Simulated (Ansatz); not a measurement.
# Cl2H6O2Si2: a nudged elastic band, and a look at its input

A nudged elastic band is wanted. The input is run as typed. The step meant is a four-centre ligand exchange at charge 0 and multiplicity 1, which changes Si1–O7, Si2–H6, Si1–Si2, H6–O7.

Method: PBE0-D4/def2-SVP; program: Ansatz 0.2.0, Gaussian basis.

1 further run of the same task is left out (it didn't finish). Runs told in other sessions of the task aren't counted.

## 1. The structure

```
Si   -0.99339   -0.31615   -0.74844
Si    0.34543   -1.29934    0.88892
Cl   -1.04468   -1.48711   -2.43714
Cl   -2.93434   -0.16967   -0.08493
O    -0.47703    1.18280   -1.18305
H     1.52557    2.03081    1.33289
O     1.69776    1.42744    0.60695
H     1.73969   -1.45297    0.41986
H    -0.26977   -2.64610    1.05592
H     0.23473   -0.56690    2.17128
H    -0.91605    1.60709   -1.92486
H     1.09208    1.69020   -0.09739
```

## 2. The run

run/in.yaml

```yaml
crystal:
  periodic: [false, false, false]
  atoms:
    - {symbol: Si, position_ang: [-0.993392, -0.316148, -0.748436]}
    - {symbol: Si, position_ang: [0.345429, -1.299341, 0.888923]}
    - {symbol: Cl, position_ang: [-1.044680, -1.487115, -2.437142]}
    - {symbol: Cl, position_ang: [-2.934345, -0.169672, -0.084934]}
    - {symbol: O, position_ang: [-0.477027, 1.182803, -1.183052]}
    - {symbol: H, position_ang: [1.525575, 2.030813, 1.332888]}
    - {symbol: O, position_ang: [1.697763, 1.427436, 0.606950]}
    - {symbol: H, position_ang: [1.739692, -1.452971, 0.419857]}
    - {symbol: H, position_ang: [-0.269775, -2.646102, 1.055921]}
    - {symbol: H, position_ang: [0.234733, -0.566900, 2.171277]}
    - {symbol: H, position_ang: [-0.916050, 1.607093, -1.924864]}
    - {symbol: H, position_ang: [1.092078, 1.690205, -0.097389]}
basis:
  gaussian: {orbitals: def2-SVP}
hamiltonian: {xc: pbe0, dispersion: d4}
neb:
  images: 5
  climbing: true
  max_iterations: 30
  initial_path: idpp
  final_atoms:
    - {symbol: Si, position_ang: [-0.502212, 1.041314, -1.260558]}
    - {symbol: Si, position_ang: [0.804562, -1.835591, 1.798473]}
    - {symbol: Cl, position_ang: [0.047171, -0.664920, -2.202876]}
    - {symbol: Cl, position_ang: [-1.726292, 0.537361, 0.298730]}
    - {symbol: O, position_ang: [-1.297235, 2.058261, -2.241935]}
    - {symbol: H, position_ang: [1.474212, -0.711082, 1.099359]}
    - {symbol: O, position_ang: [0.856616, 1.750159, -0.753349]}
    - {symbol: H, position_ang: [1.833850, -2.751925, 2.355192]}
    - {symbol: H, position_ang: [-0.054123, -2.582091, 0.846171]}
    - {symbol: H, position_ang: [-0.026851, -1.307213, 2.909810]}
    - {symbol: H, position_ang: [-2.198081, 1.844104, -2.490630]}
```

Launch:

```sh
$ ansatz run in.yaml --threads 4 --pin off --events-out ev --progress --plain --max-ram 66560MiB --backend cpu
```

**Question.** What will these runs give? Wanted: this run.

The runs gave:

| quantity | value |
| --- | --- |
| this run | refused |
| fault | end lacks an atom |

The final structure lists one atom fewer than the first.
